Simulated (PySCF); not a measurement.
# GeH3Cl (chlorogermane) at CAM-B3LYP/def2-TZVP

What is the energy change on altering one bond length of GeH3Cl (chlorogermane) at CAM-B3LYP/def2-TZVP? The job is set up through a Python script.

The calculation is run with PySCF 2.14.0.

2 further runs of the same task are left out: 2 set aside as unsound or not needed.

## (1) Starting point

The species is GeH3Cl (5 atoms), meant as a singlet with charge 0. As SMILES, `[Cl][GeH3]`. Geometry: relaxed at PBE0-D4/def2-TZVP.

Bond lengths: Cl1–Ge2 2.155 Å, Ge2–H3 1.532 Å, Ge2–H4 1.532 Å, Ge2–H5 1.532 Å. Angles: Cl1–Ge2–H3 107.1°, Cl1–Ge2–H4 107.1°, Cl1–Ge2–H5 107.1°, H3–Ge2–H4 111.7°, H3–Ge2–H5 111.7°, H4–Ge2–H5 111.7°.

## (2) The energy at CAM-B3LYP/def2-TZVP

job.py

```python
from pyscf import gto, dft

mol = gto.M(
    atom='''
Cl  -1.875800  -0.025100   0.641300
Ge   0.161800  -0.013900  -0.060600
H    0.160400   0.656200  -1.438100
H    0.619000  -1.473700  -0.140600
H    0.984500   0.782900   0.956700
''',
    spin=0,
    verbose=3,
    max_memory=1860,
    basis='def2-tzvp',
)

calc0 = dft.RKS(mol)
calc0.xc = 'cam-b3lyp'
calc0.grids.level = 5
calc0.conv_tol = 1e-10
calc0.kernel()
if not calc0.converged:
    calc0 = calc0.newton().run(calc0.mo_coeff, calc0.mo_occ)

etot = calc0.e_tot
print('E(%s) = %.9f' % ('CAM-B3LYP', etot))
```

Launch:

```console
$ OMP_NUM_THREADS=1 python job.py
```

Standard output:

```text
converged SCF energy = -2539.1831115397
E(CAM-B3LYP) = -2539.183111540
```

It took 40 s on 1 thread of Intel Xeon at 2.70GHz, shared host; peak memory 0.53 GiB.

## (3) The distorted shape

calc.py

```python
from pyscf import gto, dft

system = gto.M(
    atom='''
Cl  -2.863033  -0.981253  -0.579451
Ge  -0.825433  -0.970053  -1.281351
H   -0.826833  -0.299953  -2.658851
H   -0.368233  -2.429853  -1.361351
H    0.984500   0.782900   0.956700
''',
    charge=0,
    max_memory=1860,
    basis='def2-tzvp',
    verbose=3,
)

ks = dft.RKS(system)
ks.xc = 'cam-b3lyp'
ks.grids.level = 5
ks.conv_tol = 1e-10
ks.kernel()
if not ks.converged:
    ks = ks.newton().run(ks.mo_coeff, ks.mo_occ)

e_tot = ks.e_tot
print('Final energy', e_tot)
```

Launch:

```console
$ OMP_NUM_THREADS=1 python calc.py
```

Standard output:

```text
converged SCF energy = -2539.01168947446
Final energy -2539.011689474457
```

Wall time 31 s (1 thread of Intel Xeon at 2.70GHz, shared host); peak memory 0.53 GiB.

## (4) Results

Level: CAM-B3LYP/def2-TZVP.

| quantity | value |
| --- | --- |
| first shape: total energy | -2539.18311 Eh |
| first shape: dipole moment | 2.02 D |
| first shape: HOMO energy | -10.14 eV |
| first shape: LUMO energy | 0.73 eV |
| first shape: HOMO–LUMO gap | 10.87 eV |
| distorted shape: total energy | -2539.01169 Eh |
| distorted shape: dipole moment | 2.69 D |
| distorted shape: HOMO energy | -7.76 eV |
| distorted shape: LUMO energy | -3.48 eV |
| distorted shape: HOMO–LUMO gap | 4.28 eV |
| energy change with the Ge2–H5 bond stretched from 1.532 to 3.370 Å | 4.665 eV |

What this shows: With the Ge2–H5 bond stretched from 1.532 to 3.370 Å the energy rises by 4.66 eV (108 kcal/mol). The first shape isn't relaxed at this level, so the change isn't measured from a minimum. A restricted reference can't describe the breaking bond well at this length. Mulliken charges (first shape) run from -0.30 on Cl1 to +0.26 on Ge2.
